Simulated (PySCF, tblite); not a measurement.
# C5H8Cl2Si: geometry, infrared bands and NMR shifts

Wanted: the infrared bands and NMR shifts of C5H8Cl2Si (`ClC(Cl)[SiH2]C1=CCC1`), by calculation.

Programs: tblite 0.8.0 and PySCF 2.14.0, with density-fitted response routines of our own. Each step states its level of theory. These are calculated values for one molecule in the gas phase, unless marked as measured. Atoms count from 0, in the outputs and in this text.

**1. Starting geometry**

16 atoms, charge 0, multiplicity 1; geometry from: force field or distance geometry start.

Bonds of the start (Å): Cl0–C1 1.78, C1–Cl2 1.77, C1–Si3 1.84, Si3–C4 1.89, C4–C5 1.35, C5–C6 1.51, C6–C7 1.55, C7–C4 1.52, C1–H8 1.11, Si3–H9 1.50, Si3–H10 1.49, C5–H11 1.09, C6–H12 1.09, C6–H13 1.09, C7–H14 1.10, C7–H15 1.09.

**2. Relaxing the molecule with GFN2-xTB**

The job: settings as JSON, then the geometry in Å.

```
{"job": {"kind": "relax", "xc": "GFN2-xTB", "basis": "xTB"}, "charge": 0, "multiplicity": 1}
Cl     2.135700     1.271600     1.942100
C      2.557700     0.371500     0.465800
Cl     2.638100     1.468100    -0.915000
Si     1.342300    -0.974200     0.159900
C     -0.450700    -0.411600    -0.073000
C     -1.647100    -1.039100    -0.102100
C     -2.421100     0.235300    -0.356100
C     -1.053900     0.959300    -0.332500
H      3.575300    -0.032500     0.625700
H      1.356400    -1.957900     1.297800
H      1.737400    -1.774200    -1.030300
H     -1.961500    -2.074800     0.023600
H     -2.958100     0.289300    -1.298700
H     -3.103300     0.540800     0.441300
H     -0.956300     1.702200     0.467300
H     -0.798400     1.435000    -1.274000
```

Command:

```bash
OMP_NUM_THREADS=1 python probes_run.py task.json out
```

One launch serves the whole session: the jobs run in the order shown.

**Question.** This job is followed by: GFN2-xTB harmonic vibrations, gas phase; GIAO PBE0/pcSseg-1 NMR shielding, non-relativistic, gas phase. Predict these results of the whole session: strongest single infrared mode (GFN2-xTB); zero-point energy (GFN2-xTB); 13C shifts against TMS (PBE0/pcSseg-1); 1H shifts against TMS (PBE0/pcSseg-1, means over atoms taken as alike); 35Cl shifts against HCl (PBE0/pcSseg-1, means over atoms taken as alike); 29Si shifts against TMS (PBE0/pcSseg-1).

**Answer**, as computed:

| quantity | value |
| --- | --- |
| strongest single infrared mode (GFN2-xTB) | 2249 cm⁻¹, 317 km/mol |
| zero-point energy (GFN2-xTB) | 69.3 kcal/mol |
| 13C shifts against TMS (PBE0/pcSseg-1) | 168.5, 149.2, 71.9, 37.7, 36.8 ppm |
| 1H shifts against TMS (PBE0/pcSseg-1, means over atoms taken as alike) | 7.26, 5.79, 4.60, 3.23, 2.92 ppm |
| 35Cl shifts against HCl (PBE0/pcSseg-1, means over atoms taken as alike) | 217 ppm |
| 29Si shifts against TMS (PBE0/pcSseg-1) | -53.2 ppm |

**Reading.** Over 45 steps the energy fell by 0.219 eV; of the close pairs, C1–Si3 changed most, 1.839 to 1.932 Å. No mode is imaginary among the 42: a minimum at this level. The strongest single mode, at 2249 cm⁻¹, moves mainly H10. GFN2-xTB is a fitted tight-binding method: band positions and strengths are rough. Its intensities can rank the bands wrongly. C1 stands next to heavy halogen, whose spin-orbit shielding this run leaves out, so the computed shift lies too far downfield, most of all for carbon beside Br or I. H11 (hydrogen on an alkene CH) lies farthest downfield among hydrogen, at 7.26 ppm; attached to an sp2 carbon and in the plane of the double bond. At PBE0/pcSseg-1: The widest tensor belongs to Cl0, Cl2: span 584 ppm, with a paramagnetic part of -414 ppm.
